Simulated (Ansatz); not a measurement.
# ZnCdF4: the cost of one run

Program: Ansatz 0.2.0. Level of theory: DFT PBE, scalar-relativistic, plane waves, PAW. These are calculated values, not measurements.

## (1) The system as given

It takes space group P4/mmm (No. 123, tetragonal). The conventional cell has a = 3.762 Å, b = 3.762 Å, c = 6.249 Å, α = 90.00°, β = 90.00°, γ = 90.00°. Zn (site symmetry 4/mmm) is surrounded by 6 F at 1.88 to 1.90 Å. Around Cd (site symmetry 4/mmm) lie 8 F at 2.93 Å. F (site symmetry 4mm) has 1 Zn at 1.90 Å as nearest neighbours. Around F (site symmetry mmm) lie 2 Zn at 1.88 Å.

As a file:

```xyz
6
Lattice="3.7620 0.0000 0.0000 0.0000 3.7620 0.0000 0.0000 0.0000 6.2495" Properties=species:S:1:pos:R:3 pbc="T T T"
Zn    0.0000    0.0000    0.0000
Cd    1.8810    1.8810    3.1247
F     0.0000    0.0000    4.3495
F     1.8810    0.0000    0.0000
F     0.0000    1.8810    0.0000
F     0.0000    0.0000    1.9000
```

The cell is invented: perovskite family, Dion-Jacobson layers, n = 1 (P4/mmm, No. 123). The dimensions are guesses.

## (2) A first look at the guess

input.yaml

```yaml
crystal:
  lattice:
    - [3.762, 0.0, 0.0]
    - [0.0, 3.762, 0.0]
    - [0.0, 0.0, 6.24948974]
  atoms:
    - { symbol: Zn, position: [0.0, 0.0, 0.0] }
    - { symbol: Cd, position: [0.5, 0.5, 0.5] }
    - { symbol: F, position: [0.0, 0.0, 0.69597518] }
    - { symbol: F, position: [0.5, 0.0, 0.0] }
    - { symbol: F, position: [0.0, 0.5, 0.0] }
    - { symbol: F, position: [0.0, 0.0, 0.30402482] }
basis:
  ecutwfc: 420
kpoints:
  mp_grid: { grid: [4, 4, 4] }
hamiltonian:
  xc: pbe
scf:
  occupations: { method: gaussian, width: 0.1 }
  lower_state_search: "off"
output:
  forces: true
  stress: true
  eigenvalues: true
```

The run is started by

```
$ ansatz run input.yaml --threads 1 --pin off --max-ram 2048MiB --backend cpu --events-out ev --progress --plain --runs-dir out
```

Q: Estimate wall time and peak memory on 1 thread of Arm Neoverse N1, shared host.

About 7.5 s, with a peak of 0.36 GiB.
